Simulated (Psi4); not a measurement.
# quartet C2HF2Ge: levels of theory compared

Wanted: a comparison of 3 runs (UHF/STO-3G, UTPSSh/6-31G*, UB3LYP/6-31G*) of quartet C2HF2Ge. 

Program for the calculation: Psi4 1.11.

1 further run of the same task is left out (it didn't finish). Runs told in other sessions of the task aren't counted.

## 1. The system as given

The species is C2HF2Ge (6 atoms), meant as a quartet with charge 0. As SMILES of the parent species, `C#[C][Ge]([F])[F]`. The coordinates come from a PBE0-D4/def2-TZVP relaxation. That shape belongs to the parent species and isn't relaxed for this state.

Bond lengths: C1–C2 1.206 Å, C2–Ge3 1.892 Å, Ge3–F4 1.728 Å, Ge3–F5 1.728 Å, C1–H6 1.067 Å. Angles: C1–C2–Ge3 171.1°, C2–Ge3–F4 108.5°, C2–Ge3–F5 108.5°, F4–Ge3–F5 104.7°, C2–C1–H6 178.2°.

## 2. Energy and gradient at UHF/STO-3G (run 1)

The input, job.json:

```json
{
  "schema_name": "qcschema_input",
  "schema_version": 1,
  "molecule": {
    "schema_name": "qcschema_molecule",
    "schema_version": 2,
    "symbols": ["C", "C", "Ge", "F", "F", "H"],
    "geometry": [-0.35923694, 0.97963402, 3.19911736, -0.24831001, 0.38588207, 1.00212176, -0.54726469, -0.26399474, -2.50029664, -0.52269825, -3.49712717, -2.95761036, 2.15976799, 0.80143285, -3.98392062, -0.40288961, 1.47341946, 5.15328314],
    "molecular_charge": 0,
    "molecular_multiplicity": 4,
    "fix_symmetry": "c1",
    "fix_com": true,
    "fix_orientation": true
  },
  "driver": "gradient",
  "model": {
    "method": "hf",
    "basis": "STO-3G"
  },
  "keywords": {
    "reference": "uhf",
    "puream": true,
    "e_convergence": 1e-09,
    "d_convergence": 1e-08,
    "scf_type": "pk",
    "maxiter": 100,
    "scf_properties": ["MAYER_INDICES", "QUADRUPOLE", "MULLIKEN_CHARGES"]
  }
}
```

The run is started by

```bash
$ psi4 --qcschema job.json -n 1 --memory 2200MB
```

stdout:

```text
[...]
  Running in c1 symmetry.
[...]
  Nuclear repulsion =  338.439494839305610
[...]
  Multiplicity = 4
[...]
  Nalpha       = 33
  Nbeta        = 30
[...]
    Number of basis functions: 39
[...]
   @UHF iter   1: -2321.92006118201607   -3.41121e+00   2.26060e-02 DIIS/ADIIS
[...]
   @UHF iter  25: -2322.93012575676676   -8.64020e-12   4.97403e-09 DIIS
[...]
   @S^2 Observed:                3.810045898E+00
[...]
  @UHF Final Energy: -2322.93012575676676
   => Energetics <=
    Nuclear Repulsion Energy =            338.4394948393056097
    One-Electron Energy =               -3936.3666037517914447
    Two-Electron Energy =                1274.9969831557193629
    Total Energy =                      -2322.9301257567667562
  UHF NO Occupations:
  HONO-2 :   31  A 1.0000000
  HONO-1 :   32  A 1.0000000
  HONO-0 :   33  A 1.0000000
  LUNO+0 :   34  A 0.0161283
  LUNO+1 :   35  A 0.0067091
[...]
 Multipole Moments:
 ------------------------------------------------------------------------------------
     Multipole            Electronic (a.u.)      Nuclear  (a.u.)        Total (a.u.)
 ------------------------------------------------------------------------------------
 L = 1.  Multiply by 2.5417464519 to convert [e a0] to [Debye]
 Dipole X            :          6.2660728           -6.8270137           -0.5609409
 Dipole Y            :         23.4430607          -23.0425646            0.4004961
 Dipole Z            :        112.3345931         -112.1225534            0.2120396
 Magnitude           :                                                    0.7211191
 L = 2.  Multiply by 1.3450342976 to convert [e a0^2] to [Debye ang]
 Quadrupole XX       :        -80.3848692           55.3308319          -25.0540373
 Quadrupole XY       :        -34.2559660           33.3728014           -0.8831646
[...]
  Mulliken Charges: (a.u.)
   Center  Symbol    Alpha    Beta     Spin     Total
       1     C     3.74826  2.36305  1.38521 -0.11131
       2     C     3.54808  2.68766  0.86042 -0.23574
       3    GE    15.88825 15.26801  0.62024  0.84375
       4     F     4.71662  4.58217  0.13445 -0.29879
       5     F     4.71662  4.58214  0.13448 -0.29876
       6     H     0.38217  0.51697 -0.13480  0.10086
   Total alpha = 33.00000, Total beta = 30.00000, Total charge =  0.00000
  Mayer Bond Indices:
[...]
  -Total Gradient:
     Atom            X                  Y                   Z
    ------   -----------------  -----------------  -----------------
       1        0.010583628934    -0.075572117670    -0.288876566587
       2       -0.005829469701     0.082713953156     0.331221184257
       3       -0.020684290537     0.004685905654    -0.034230427740
       4       -0.004075977958    -0.025085639864    -0.001499397929
       5        0.019496170848     0.012640672742    -0.010522809271
       6        0.000509938424     0.000617225987     0.003908017371
[...]
```

The result, in JSON:

```text
{
 "driver": "gradient",
 "model": {
  "method": "hf",
  "basis": "STO-3G"
 },
 "success": true,
 "return_result": [0.010583628933668168, -0.0755721176701714, -0.28887656658699457, -0.005829469701324877, 0.0827139531559946, 0.3312211842568278, -0.020684290536643918, 0.0046859056540454885, -0.03423042773987786, -0.004075977958192921, -0.02508563986397916, -0.0014993979286312062, 0.019496170848060296, 0.012640672742171774, -0.010522809270795977, 0.0005099384242394757, 0.0006172259869012542, 0.003908017371313632],
 "properties": {
  "calcinfo_nbasis": 39,
  "calcinfo_nmo": 39,
  "calcinfo_nalpha": 33,
  "calcinfo_nbeta": 30,
  "calcinfo_natom": 6,
  "nuclear_repulsion_energy": 338.4394948393056,
  "return_energy": -2322.9301257567668,
  "return_gradient": [0.010583628933668168, -0.0755721176701714, -0.28887656658699457, -0.005829469701324877, 0.0827139531559946, 0.3312211842568278, -0.020684290536643918, 0.0046859056540454885, -0.03423042773987786, -0.004075977958192921, -0.02508563986397916, -0.0014993979286312062, 0.019496170848060296, 0.012640672742171774, -0.010522809270795977, 0.0005099384242394757, 0.0006172259869012542, 0.003908017371313632],
  "scf_one_electron_energy": -3936.3666037517914,
  "scf_two_electron_energy": 1274.9969831557194,
  "scf_dipole_moment": [-0.5609409401773755, 0.4004961325849372, 0.21203963242781754],
  "scf_total_energy": -2322.9301257567668,
  "scf_total_gradient": [0.010583628933668168, -0.0755721176701714, -0.28887656658699457, -0.005829469701324877, 0.0827139531559946, 0.3312211842568278, -0.020684290536643918, 0.0046859056540454885, -0.03423042773987786, -0.004075977958192921, -0.02508563986397916, -0.0014993979286312062, 0.019496170848060296, 0.012640672742171774, -0.010522809270795977, 0.0005099384242394757, 0.0006172259869012542, 0.003908017371313632],
  "scf_iterations": 25
 }
}
```

Wall time 1.6 s (1 thread of Intel Xeon 6975P-C (Granite Rapids), shared host); peak memory 0.2 GiB.

## 3. A single-point energy at UTPSSh/6-31G(d) (spherical functions) (run 2)

The input, job.json:

```json
{
 "schema_name": "qcschema_input",
 "schema_version": 1,
 "molecule": {
  "schema_name": "qcschema_molecule",
  "schema_version": 2,
  "symbols": ["C", "C", "Ge", "F", "F", "H"],
  "geometry": [-0.35923694, 0.97963402, 3.19911736, -0.24831001, 0.38588207, 1.00212176, -0.54726469, -0.26399474, -2.50029664, -0.52269825, -3.49712717, -2.95761036, 2.15976799, 0.80143285, -3.98392062, -0.40288961, 1.47341946, 5.15328314],
  "molecular_charge": 0,
  "molecular_multiplicity": 4,
  "fix_symmetry": "c1",
  "fix_com": true,
  "fix_orientation": true
 },
 "driver": "energy",
 "model": {
  "method": "tpssh",
  "basis": "6-31G*"
 },
 "keywords": {
  "reference": "uks",
  "puream": true,
  "e_convergence": 1e-09,
  "d_convergence": 1e-08,
  "scf_type": "pk",
  "dft_radial_points": 99,
  "dft_spherical_points": 590,
  "maxiter": 100
 }
}
```

The run is started by

```bash
$ psi4 --qcschema job.json -n 1 --memory 2200MB
```

stdout:

```text
[...]
  Running in c1 symmetry.
[...]
  Nuclear repulsion =  338.439494839305610
[...]
  Multiplicity = 4
[...]
  Nalpha       = 33
  Nbeta        = 30
[...]
    Number of basis functions: 90
[...]
   @UKS iter   1: -2351.30763162675930   -1.84575e+00   3.15176e-02 DIIS/ADIIS
[...]
   @UKS iter  21: -2352.94482692079691   -1.35060e-10   9.62195e-09 DIIS
[...]
   @S^2 Observed:                3.758821375E+00
[...]
    Orbital Energies [Eh]
    ---------------------
    Alpha Occupied:
       1A   -398.504200     2A    -49.648189     3A    -44.144517
       4A    -44.142976     5A    -44.142933     6A    -24.590987
       7A    -24.590961     8A    -10.184392     9A    -10.179357
      10A     -6.218494    11A     -4.385398    12A     -4.382581
      13A     -4.382163    14A     -1.221410    15A     -1.211122
      16A     -1.199890    17A     -1.197586    18A     -1.197195
      19A     -1.122524    20A     -1.097302    21A     -0.816769
      22A     -0.597912    23A     -0.541696    24A     -0.449587
      25A     -0.434609    26A     -0.398082    27A     -0.389528
      28A     -0.371681    29A     -0.366830    30A     -0.358162
      31A     -0.340523    32A     -0.245057    33A     -0.121121
[...]
  @UKS Final Energy: -2352.94482692079691
   => Energetics <=
    Nuclear Repulsion Energy =            338.4394948393056097
    One-Electron Energy =               -3949.2818228651049139
    Two-Electron Energy =                1358.2813988578657245
    DFT Exchange-Correlation Energy =    -100.3838977528631347
    Empirical Dispersion Energy =           0.0000000000000000
    VV10 Nonlocal Energy =                  0.0000000000000000
    Total Energy =                      -2352.9448269207969133
  UHF NO Occupations:
  HONO-2 :   31  A 1.0000000
  HONO-1 :   32  A 1.0000000
[...]
 Multipole Moments:
 ------------------------------------------------------------------------------------
     Multipole            Electronic (a.u.)      Nuclear  (a.u.)        Total (a.u.)
 ------------------------------------------------------------------------------------
 L = 1.  Multiply by 2.5417464519 to convert [e a0] to [Debye]
 Dipole X            :          6.2834926           -6.8270137           -0.5435212
 Dipole Y            :         23.6548205          -23.0425646            0.6122560
 Dipole Z            :        113.2672324         -112.1225534            1.1446790
 Magnitude           :                                                    1.4073246
[...]
```

The result, in JSON:

```text
{
 "driver": "energy",
 "model": {
  "method": "tpssh",
  "basis": "6-31G*"
 },
 "success": true,
 "return_result": -2352.944826920797,
 "properties": {
  "calcinfo_nbasis": 90,
  "calcinfo_nmo": 90,
  "calcinfo_nalpha": 33,
  "calcinfo_nbeta": 30,
  "calcinfo_natom": 6,
  "nuclear_repulsion_energy": 338.4394948393056,
  "return_energy": -2352.944826920797,
  "scf_one_electron_energy": -3949.281822865105,
  "scf_two_electron_energy": 1358.2813988578657,
  "scf_xc_energy": -100.38389775286313,
  "scf_dipole_moment": [-0.5435211690340784, 0.6122559666041631, 1.1446789776776427],
  "scf_total_energy": -2352.944826920797,
  "scf_iterations": 21
 }
}
```

Wall time 46 s (1 thread of Intel Xeon 6975P-C (Granite Rapids), shared host); peak memory 1.1 GiB.

## 4. The energy at UB3LYP/6-31G(d) (Cartesian functions) (run 3)

The input, input.inp:

```
memory 2.2 GB

molecule mol {
  0 4
  C     -0.190100     0.518400     1.692900
  C     -0.131400     0.204200     0.530300
  Ge    -0.289600    -0.139700    -1.323100
  F     -0.276600    -1.850600    -1.565100
  F      1.142900     0.424100    -2.108200
  H     -0.213200     0.779700     2.727000
  units angstrom
  symmetry c1
  no_reorient
  no_com
}

set globals {
  basis                6-31G*
  reference            uks
  puream               false
  e_convergence        1e-09
  d_convergence        1e-08
  scf_type             pk
  dft_radial_points    99
  dft_spherical_points 590
  maxiter              100
}

result, w = energy("b3lyp", return_wfn=True)
oeprop(w, "LOWDIN_CHARGES", "WIBERG_LOWDIN_INDICES", "MAYER_INDICES")
```

The run is started by

```bash
$ psi4 -i input.inp -o input.out -n 1
```

input.out:

```text
[...]
  Running in c1 symmetry.
[...]
  Nuclear repulsion =  338.439495053189944
[...]
  Multiplicity = 4
[...]
  Nalpha       = 33
  Nbeta        = 30
[...]
    Number of basis functions: 97
[...]
   @UKS iter   1: -2351.52215897249198   -2.12843e+00   3.04221e-02 ADIIS/DIIS
[...]
   @UKS iter  21: -2353.02820580185426   -5.32054e-11   2.59181e-09 DIIS
[...]
   @S^2 Observed:                3.756751797E+00
[...]
    Orbital Energies [Eh]
    ---------------------
    Alpha Occupied:
       1A   -398.801560     2A    -49.854032     3A    -44.379980
       4A    -44.378325     5A    -44.378310     6A    -24.677790
       7A    -24.677763     8A    -10.252805     9A    -10.248630
      10A     -6.284381    11A     -4.457027    12A     -4.453898
      13A     -4.453545    14A     -1.276390    15A     -1.267380
      16A     -1.259268    17A     -1.256712    18A     -1.256286
      19A     -1.152413    20A     -1.127872    21A     -0.840087
      22A     -0.617813    23A     -0.564790    24A     -0.473155
      25A     -0.458592    26A     -0.423561    27A     -0.406647
      28A     -0.398444    29A     -0.392666    30A     -0.384856
      31A     -0.356978    32A     -0.257104    33A     -0.130826
[...]
  @UKS Final Energy: -2353.02820580185426
   => Energetics <=
    Nuclear Repulsion Energy =            338.4394950531899440
    One-Electron Energy =               -3949.4965556419356290
    Two-Electron Energy =                1347.6336592760951589
    DFT Exchange-Correlation Energy =     -89.6048044892037154
    Empirical Dispersion Energy =           0.0000000000000000
    VV10 Nonlocal Energy =                  0.0000000000000000
    Total Energy =                      -2353.0282058018542557
  UHF NO Occupations:
  HONO-2 :   31  A 1.0000000
  HONO-1 :   32  A 1.0000000
[...]
 Multipole Moments:
 ------------------------------------------------------------------------------------
     Multipole            Electronic (a.u.)      Nuclear  (a.u.)        Total (a.u.)
 ------------------------------------------------------------------------------------
 L = 1.  Multiply by 2.5417464519 to convert [e a0] to [Debye]
 Dipole X            :          6.2674770           -6.8270136           -0.5595366
 Dipole Y            :         23.6686647          -23.0425645            0.6261003
 Dipole Z            :        113.2833805         -112.1225533            1.1608273
 Magnitude           :                                                    1.4326907
[...]
```

Run time: 20 s. Hardware: 1 thread of Intel Xeon 6975P-C (Granite Rapids), shared host; peak memory 1 GiB.

## 5. The series

```csv
run,level,task,integration grid,energy (Eh),dipole moment (D),HOMO energy (eV),⟨S²⟩,wall time
1,UHF/STO-3G,gradient,–,-2322.930126,1.83,-3.60,3.810,1.6 s
2,UTPSSh/6-31G* (spherical functions),energy,99 radial × 590 angular,-2352.944827,3.58,-3.30,3.759,46 s
3,UB3LYP/6-31G* (Cartesian functions),energy,99 radial × 590 angular,-2353.028206,3.64,-3.56,3.757,20 s
```

## 6. What came out

| quantity | value |
| --- | --- |
| run 3: total energy | -2353.02821 Eh |
| run 3: dipole moment | 3.64 D |
| run 3: HOMO energy (highest over α and β) | -3.56 eV |
| run 3: ⟨S²⟩ | 3.757 |

**Reading.** The dipole moment (its size) runs from 1.83 D (UHF/STO-3G) to 3.64 D (UB3LYP/6-31G*). The two ends differ in method and basis. Totals of different functionals can't be ranked against each other. In run 1 the basis is minimal, so the values are rough. All runs together took 67 s, the longest 46 s.
